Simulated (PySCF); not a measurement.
# Ho(NH2)3: other functionals and bases at one geometry

One table from this session's results is given with a row withheld; the runs are named, their logs left out.

Program: PySCF 2.14.0. Level of theory: several levels, as the steps say, no spin–orbit coupling. These are calculated values, not measurements.

5 further runs of the same task are left out: 2 for a known fault of the program, 3 that didn't finish.

## The starting structure

10 atoms, charge 0, spin multiplicity 1.

Bond lengths: Ho1–N2 2.177 Å, Ho1–N5 2.176 Å, Ho1–N8 2.176 Å, N2–H3 1.023 Å, N2–H4 1.023 Å, N5–H6 1.023 Å, N5–H7 1.023 Å, N8–H9 1.023 Å, N8–H10 1.023 Å. Angles: N2–Ho1–N5 119.8°, N2–Ho1–N8 120.5°, N5–Ho1–N8 119.6°, Ho1–N2–H3 126.9°, Ho1–N2–H4 128.0°, H3–N2–H4 105.0°, Ho1–N5–H6 127.6°, Ho1–N5–H7 127.4°, H6–N5–H7 105.1°, Ho1–N8–H9 128.2°, Ho1–N8–H10 126.7°, H9–N8–H10 105.1°.

As a file:

```
Ho    0.0093   -0.0042   -0.0378
N     2.1713   -0.0051    0.2156
H     2.7764    0.8108    0.3369
H     2.8023   -0.8099    0.2436
N    -1.0834    1.8771   -0.0015
H    -0.7000    2.8189    0.1090
H    -2.0948    2.0095   -0.0791
N    -1.0807   -1.8779   -0.2309
H    -0.7068   -2.8299   -0.2354
H    -2.0936   -1.9893   -0.3204
```

Formal oxidation states: Ho +3. Each metal's 10 4f electrons lie in its core potential, so multiplicities, spins and levels count the valence alone. An earlier session relaxed this geometry at B3LYP, Ho lcecp-1-SVP with ECP56, N def2-SVP, H def2-SVP (singlet, point group C3v).

At B3LYP on the finer grid: E = -205.516626 Eh, HOMO -5.82 eV, LUMO -1.42 eV, Mulliken charge on Ho1 +0.83 e, largest force component 0.011 eV/Å. 

Levels to run: TPSSh; wB97X; TPSS; PBE; B3LYP, TZVP. Hardware: 2 threads of Intel Xeon Platinum 8488C (Sapphire Rapids), shared host.

Set-up of the first run:

Contents of run.py (the lines that set the calculation):

```python
mol = gto.M(atom='''
Ho     0.00931    -0.00422    -0.03784
N      2.17133    -0.00509     0.21559
H      2.77639     0.81085     0.33688
H      2.80226    -0.80990     0.24357
N     -1.08341     1.87714    -0.00152
H     -0.69996     2.81887     0.10902
H     -2.09482     2.00952    -0.07909
N     -1.08069    -1.87791    -0.23088
H     -0.70679    -2.82994    -0.23535
H     -2.09363    -1.98932    -0.32037''',
    basis={'Ho': 'lcecp-1-SVP', 'N': 'def2-SVP', 'H': 'def2-SVP'},
    ecp={'Ho': 'lcecp-1-SVP'},
    charge=0, spin=0)
mf = dft.RKS(mol, xc='TPSSH')
mf.grids.atom_grid = (75, 302)  # f atoms: unpruned, at least (60, 302)
mf = mf.density_fit()  # fitting sets: Ho AutoAux, N def2-universal-JKFIT, H def2-universal-JKFIT
mf.conv_tol = 1e-08; mf.max_cycle = 55
mf.kernel(dm0)  # dm0: the density of the relaxed state
```

On the command line:

```console
OMP_NUM_THREADS=2 python run.py
```

Steps of the session up to this table: TPSSh; wB97X; TPSS; PBE; B3LYP, TZVP.

One table of the session follows, with a row left open; its other results are not shown here.

| level | HOMO (eV) | gap (eV) | charge on Ho1 (e) | dipole (D) | largest force component (eV/Å) |
| --- | --- | --- | --- | --- | --- |
| B3LYP (relaxed here) | -5.82 | 4.40 | 0.83 | 0.11 | 0.01 |
| TPSSh | ? | ? | ? | ? | ? |
| wB97X | -8.55 | 9.05 | 0.92 | 0.12 | 0.11 |
| TPSS | -4.75 | 3.22 | 0.83 | 0.11 | 0.26 |
| PBE | -4.71 | 2.92 | 0.71 | 0.10 | 0.42 |
| B3LYP, TZVP | -6.02 | 4.51 | 1.56 | 0.12 | 0.54 |

Estimate the missing values for TPSSh.

The run gave: HOMO (eV): -5.28; gap (eV): 4.00; charge on Ho1 (e): 0.90; dipole (D): 0.11; largest force component (eV/Å): 0.14. In the column «HOMO (eV)» it lies between B3LYP (relaxed here) (-5.82) and TPSS (-4.75).

In one basis the HOMO–LUMO gap runs from 2.92 eV (PBE) to 9.05 eV (wB97X). The largest leftover force, 0.54 eV/Å with B3LYP, TZVP, stands at a geometry relaxed at another level. With 4f in the core, its levels are missing from HOMO and gap, and its count is fixed, so no charge can pass from the ligands into it. Total energies of different levels can't be compared.
